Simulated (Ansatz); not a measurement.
# C2H8OSi: the cost of one run

Program: Ansatz 0.2.0. Level of theory: RKS r2SCAN-D4/6-31G. These are calculated values, not measurements.

### Step 1. The starting structure

Bond lengths: Si1–O2 1.680 Å, O2–C3 1.420 Å, C3–H4 1.110 Å, C3–H5 1.110 Å, C3–H6 1.110 Å, Si1–C7 1.870 Å, C7–H8 1.110 Å, C7–H9 1.110 Å, C7–H10 1.110 Å, Si1–H11 1.459 Å, Si1–H12 1.459 Å. Angles (14 of 19 angles, heavy atoms first): Si1–O2–C3 125.0°, O2–Si1–C7 109.4°, O2–Si1–H11 109.5°, O2–Si1–H12 109.5°, C7–Si1–H11 109.5°, C7–Si1–H12 109.5°, O2–C3–H4 109.5°, O2–C3–H5 109.5°, O2–C3–H6 109.5°, Si1–C7–H8 109.5°, Si1–C7–H9 109.5°, Si1–C7–H10 109.5°, H11–Si1–H12 109.5°, H4–C3–H5 109.4°.

Coordinates:

```xyz
12

Si    0.0000    0.0000    0.0000
O     0.0000    0.0000    1.6800
C    -1.1112   -0.3437    2.4945
H    -1.8140   -0.9775    1.9143
H    -0.7584   -0.9037    3.3856
H    -1.6313    0.5809    2.8212
C     1.7634    0.0000   -0.6227
H     2.1111   -1.0463   -0.7509
H     1.8119    0.5276   -1.5981
H     2.4154    0.5187    0.1108
H    -0.6877    1.1914   -0.4862
H    -0.6877   -1.1914   -0.4862
```

### Step 2. Preparing the start

Contents of input.yaml:

```yaml
crystal:
  periodic: [false, false, false]
  atoms:
    - { symbol: Si, position_ang: [0.0, 0.0, 0.0] }
    - { symbol: O, position_ang: [0.0, 0.0, 1.68] }
    - { symbol: C, position_ang: [-1.1112, -0.3437, 2.4945] }
    - { symbol: H, position_ang: [-1.814, -0.9775, 1.9143] }
    - { symbol: H, position_ang: [-0.7584, -0.9037, 3.3856] }
    - { symbol: H, position_ang: [-1.6313, 0.5809, 2.8212] }
    - { symbol: C, position_ang: [1.7634, 0.0, -0.6227] }
    - { symbol: H, position_ang: [2.1111, -1.0463, -0.7509] }
    - { symbol: H, position_ang: [1.8119, 0.5276, -1.5981] }
    - { symbol: H, position_ang: [2.4154, 0.5187, 0.1108] }
    - { symbol: H, position_ang: [-0.6877, 1.1914, -0.4862] }
    - { symbol: H, position_ang: [-0.6877, -1.1914, -0.4862] }
basis:
  gaussian: { orbitals: "6-31G" }
hamiltonian:
  xc: r2scan
  dispersion: d4
relax:
  f_tol: 0.02
  max_steps: 40
```

Started as:

```bash
$ ansatz run input.yaml --threads 1 --pin off --max-ram 2048MiB --backend cpu --events-out ev --progress --plain --runs-dir out
```

**Question.** How long does this run take on 1 thread of Arm Neoverse V1, shared host, and how much memory does it need?

About 40 s, with a peak of 0.15 GiB.
